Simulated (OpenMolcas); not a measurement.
# Ir⁵⁺ among point charges: CASSCF and CASPT2 levels and susceptibility

How does a field of 5 point charges split the states of Ir⁵⁺, and what χT follows?

Program: OpenMolcas 26.06. Level of theory: state-averaged CASSCF and CASPT2, spin-orbit coupling by RASSI with atomic mean-field integrals. These are calculated values, not measurements, unless marked.

**1. The system**

| Item | Value |
| --- | --- |
| Species | Ir⁵⁺ (iridium, Z = 77, 72 electrons) |
| Basis | ANO-RCC-VDZP [7s6p4d2f], 59 functions |
| Scalar Hamiltonian | DKH2, point nucleus |
| Inactive shells | 1s 2s 2p 3s 3p 3d 4s 4p 4d 4f 5s 5p |
| Active space | 4 electrons in 5 orbitals (5d) |
| Some configurations of this space | 5d4 |
| Orbitals | optimised for each spin and parity, averaged over all roots |

Outer shells as boxes (Hund's rule):

5d4
```
5d [↑ ][↑ ][↑ ][↑ ][  ]
```

The ion sits among 5 point charges of -0.65 e arranged as a trigonal bipyramid (D3h), 2.22 Å from the ion, with the axial distance 1.954 Å.

The work runs as a chain of OpenMolcas steps in one folder; each step below is one input file. Labels, J, g values, rates, χT and fits are worked out afterwards by a script from the matrices that RASSI stores.

**2. Basis and integrals**

a.inp

```
&GATEWAY
Coord
1

Ir 0.0 0.0 0.0
Basis=ANO-RCC-VDZP
Group=NoSym
NoMove
AngMom=0.0 0.0 0.0
AMFI
XField
5 Angstrom 0
2.220000 0.000000 0.000000 -0.650000
-1.110000 1.922576 0.000000 -0.650000
-1.110000 -1.922576 0.000000 -0.650000
0.000000 0.000000 1.953600 -0.650000
0.000000 0.000000 -1.953600 -0.650000
&SEWARD
```

Started as:

```bash
OMP_NUM_THREADS=1 MOLCAS_MEM=1689 MOLCAS_PROJECT=a pymolcas a.inp > a.log
```

**3. CASSCF: quintets, 5 roots**

a.inp

```
&RASSCF
FileOrb=start.orb
Symmetry=1
Spin=5
nActEl=4 0 0
Inactive=34
Ras2=5
CIRoot=5 5 1
SDav=5
CIMx=300
Iter=120 100
PrWF=0.3
OrbListing=Nothing
MaxOrb=0
>>> COPY $Project.JobIph JOB001
```

start.orb holds the contracted functions of the basis, ordered by shell, or the orbitals of the step before.

**4. CASSCF: triplets, 45 roots**

a.inp

```
&RASSCF
FileOrb=start.orb
Symmetry=1
Spin=3
nActEl=4 0 0
Inactive=34
Ras2=5
CIRoot=45 45 1
SDav=45
CIMx=300
Iter=120 100
PrWF=0.3
OrbListing=Nothing
MaxOrb=0
>>> COPY $Project.JobIph JOB002
```

**5. Reference wave functions, singlets, 50 roots**

a.inp

```
&RASSCF
FileOrb=start.orb
Symmetry=1
Spin=1
nActEl=4 0 0
Inactive=34
Ras2=5
CIRoot=50 50 1
SDav=50
CIMx=300
Iter=120 100
PrWF=0.3
OrbListing=Nothing
MaxOrb=0
>>> COPY $Project.JobIph JOB003
```

**6. State interaction with spin-orbit coupling**

a.inp

```
&RASSI
NrOfJobIphs=3 5 45 50
1 2 3 4 5
1 2 3 4 5 6 7 8 9 10 11 12 13 14 15 16 17 18 19 20 21 22 23 24 25 26 27
28 29 30 31 32 33 34 35 36 37 38 39 40 41 42 43 44 45
1 2 3 4 5 6 7 8 9 10 11 12 13 14 15 16 17 18 19 20 21 22 23 24 25 26 27
28 29 30 31 32 33 34 35 36 37 38 39 40 41 42 43 44 45 46 47 48 49 50
IphNames
JOB001
JOB002
JOB003
EJob
SpinOrbit
DIPRint=1.0
SOCoupling=1000.0
Subsets=2
Property=9
'ANGMOM' 1 'ANGMOM' 2 'ANGMOM' 3 'MLTPL  1' 1 'MLTPL  1' 2 'MLTPL  1' 3
'AMFI' 1 'AMFI' 2 'AMFI' 3
SOProperty=3
'ANGMOM' 1 'ANGMOM' 2 'ANGMOM' 3
```

**7. CASPT2: IPEA 0.25, imaginary shift 0.1 (closed shells correlated: 4f 5s 5p)**

a.inp

```
>>> COPY JOB001 $Project.JobIph
&CASPT2
Multistate=5 1 2 3 4 5
NoMult
Frozen=23
IPEA=0.25
Imaginary=0.1
MaxIter=60
WThr=0.0 0.3 0.05
PrWF=0.5
NoMix
>>> COPY JOB002 $Project.JobIph
&CASPT2
Multistate=45 1 2 3 4 5 6 7 8 9 10 11 12 13 14 15 16 17 18 19 20 21 22
23 24 25 26 27 28 29 30 31 32 33 34 35 36 37 38 39 40 41 42 43 44 45
NoMult
Frozen=23
IPEA=0.25
Imaginary=0.1
MaxIter=60
WThr=0.0 0.3 0.05
PrWF=0.5
NoMix
>>> COPY JOB003 $Project.JobIph
&CASPT2
Multistate=50 1 2 3 4 5 6 7 8 9 10 11 12 13 14 15 16 17 18 19 20 21 22
23 24 25 26 27 28 29 30 31 32 33 34 35 36 37 38 39 40 41 42 43 44 45 46
47 48 49 50
NoMult
Frozen=23
IPEA=0.25
Imaginary=0.1
MaxIter=60
WThr=0.0 0.3 0.05
PrWF=0.5
NoMix
```

(Steps that only read results are left out.)

What does the calculation give? Wanted: spin-free ground state; first state of the same spin within the active space; lowest level; next level.

**Answer**, as computed:

| quantity | value |
| --- | --- |
| method | SS-CASPT2, IPEA 0.25, imaginary shift 0.1 (closed shells correlated: 4f 5s 5p) |
| spin-free ground state | 5A1, 1-fold in its orbital part |
| first state of the same spin within the active space | 5E at 3010 cm⁻¹ |
| lowest level | 1-fold A1 |
| next level | 5270.6 cm⁻¹ |
| χT at 300 K | 0.04 cm³ K/mol |
| effective moment at 300 K | 0.59 μB |

Cost by method:

| method | time of its own steps | time with the reference |
| --- | --- | --- |
| A. CASSCF | 35 s | 35 s |
| B. SS-CASPT2, IPEA 0.25, imaginary shift 0.1, +4f 5s 5p | 23 s | 58 s |

Times are of one thread on a shared host.

In words: The spin-free ground state (5A1) comes to 100 % from free-ion D terms and keeps the highest spin of the shell. χT at 300 K is 0.04, against 3.01 cm³ K/mol for the spin alone, so spin-orbit coupling lowers it. An active space of the d shell alone favours high spin; real ions in strong fields can be low spin. CASPT2 does not keep the components of a term degenerate, and the means are used. The field of point charges can differ much from that of real complexes. With metal d orbitals alone active, the gaps between spin states are rough; where two lie within a few thousand cm-1, their order is open. This is an electrostatic model: the charges have no orbitals.
